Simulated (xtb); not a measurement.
**CH6BClSi (SMILES C[SiH2]BCl): GFN2-xTB**

Aim: a geometry optimisation of CH6BClSi. 

The calculation is run with xtb 6.7.1 later snapshot.

8 further runs of the same task are left out: 8 set aside as unsound or not needed.

**1. Starting point**

CH6BClSi: 10 atoms, total charge 0, spin state singlet. As SMILES, `C[SiH2]BCl`. The coordinates come from a GFN2-xTB relaxation. This is one conformer, not always the lowest. The run starts from this shape.

Bond lengths: C1–Si2 1.908 Å, Si2–B3 1.979 Å, B3–Cl4 1.697 Å, C1–H5 1.087 Å, C1–H6 1.085 Å, C1–H7 1.087 Å, Si2–H8 1.475 Å, Si2–H9 1.474 Å, B3–H10 1.178 Å. Some angles: C1–Si2–B3 110.4°, Si2–B3–Cl4 120.1°, C1–Si2–H8 106.8°, C1–Si2–H9 107.0°, B3–Si2–H8 113.0°, B3–Si2–H9 114.0°, Si2–C1–H5 111.0°, Si2–C1–H6 111.3°, Si2–C1–H7 111.4°, Si2–B3–H10 124.5°.

**2. A geometry optimisation at GFN2-xTB**

Input file mol.xyz:

```xyz
10

C     -1.118630     0.926050    -0.121860
Si    -0.099510    -0.529940     0.573710
B      1.668060    -0.619800    -0.312830
Cl     1.768440    -0.824290    -1.994470
H     -1.276130     0.814270    -1.191220
H     -2.093220     0.986350     0.352100
H     -0.613640     1.875180     0.038160
H     -0.907330    -1.747390     0.374920
H     -0.028270    -0.347680     2.034180
H      2.700220    -0.532750     0.247320
```

The run is started by

```sh
$ xtb mol.xyz -o vtight -P 1 > run.log
```

Q: Predict the results. Wanted: total energy at the end; dipole moment; HOMO energy; LUMO energy; HOMO–LUMO gap; dispersion energy; mean polarisability.

Computed results:

Level: GFN2-xTB.

```
                      quantity          value
       total energy at the end   -12.71685 Eh
                 dipole moment         0.34 D
                   HOMO energy      -10.25 eV
                   LUMO energy       -7.65 eV
                 HOMO–LUMO gap        2.60 eV
             dispersion energy  -15.16 kJ/mol
mean polarisability (D4 model)     67.8 bohr³
```

At the final geometry: Bond lengths: C1–Si2 1.904 Å, Si2–B3 1.980 Å, B3–Cl4 1.695 Å, C1–H5 1.087 Å, C1–H6 1.085 Å, C1–H7 1.087 Å, Si2–H8 1.475 Å, Si2–H9 1.475 Å, B3–H10 1.178 Å. Some angles: C1–Si2–B3 112.5°, Si2–B3–Cl4 121.4°, C1–Si2–H8 107.2°, C1–Si2–H9 107.2°, B3–Si2–H8 112.2°, B3–Si2–H9 112.4°, Si2–C1–H5 111.2°, Si2–C1–H6 111.6°, Si2–C1–H7 111.3°, Si2–B3–H10 123.0°. The optimisation took 122 steps and changed the energy by -0.006 eV.
